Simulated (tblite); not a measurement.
# C5H14BBrSi: the cost of one run

The runs use tblite 0.8.0 and PySCF 2.14.0, with density-fitted response routines of our own; the level of theory stands in each step. All values are computed, except where a source is named. Atoms are numbered from 0 throughout.

### 1 The starting structure

22 atoms, charge 0, multiplicity 1; geometry from: force field or distance geometry start.

Bonds of the start (Å): C0–C1 1.50, C1–Si2 1.87, Si2–Br3 2.28, Si2–C4 1.87, C4–B5 1.58, B5–C6 1.60, B5–C7 1.59, C0–H8 1.12, C0–H9 1.11, C0–H10 1.12, C1–H11 1.10, C1–H12 1.14, Si2–H13 1.46, C4–H14 1.10, C4–H15 1.11, C6–H16 1.12, C6–H17 1.11, C6–H18 1.11, C7–H19 1.10, C7–H20 1.11, C7–H21 1.10.

### 2 Geometry optimisation with GFN2-xTB

The job: settings as JSON, then the geometry in Å.

```
{"job": {"kind": "relax", "xc": "GFN2-xTB", "basis": "xTB"}, "charge": 0, "multiplicity": 1}
C     -3.466300     0.190400     0.208100
C     -2.393500    -0.856200     0.316800
Si    -0.836300    -0.302900    -0.560000
Br    -1.308500     1.569700    -1.770700
C      0.440600     0.068300     0.751800
B      1.844200     0.171000     0.038400
C      2.677000     1.533200     0.033500
C      2.542800    -1.104300    -0.595500
H     -4.314100    -0.180800    -0.419200
H     -3.076800     1.104100    -0.294800
H     -3.902600     0.443000     1.207100
H     -2.797800    -1.797500    -0.088500
H     -2.187900    -0.994100     1.427000
H     -0.442300    -1.386900    -1.458100
H      0.450300    -0.740900     1.503800
H      0.150500     1.007500     1.260300
H      3.158600     1.630300     1.043900
H      1.926300     2.330900    -0.131400
H      3.458600     1.530700    -0.751000
H      2.116200    -1.238300    -1.602400
H      2.310500    -1.957700     0.069700
H      3.640100    -1.000000    -0.641400
```

Command:

```bash
> OMP_NUM_THREADS=1 python probes_run.py task.json out
```

One launch serves the whole session: the jobs run in the order shown.

Q: Estimate the wall time of this first job on 1 thread of Arm Neoverse N1, shared host.

About 3.5 s.
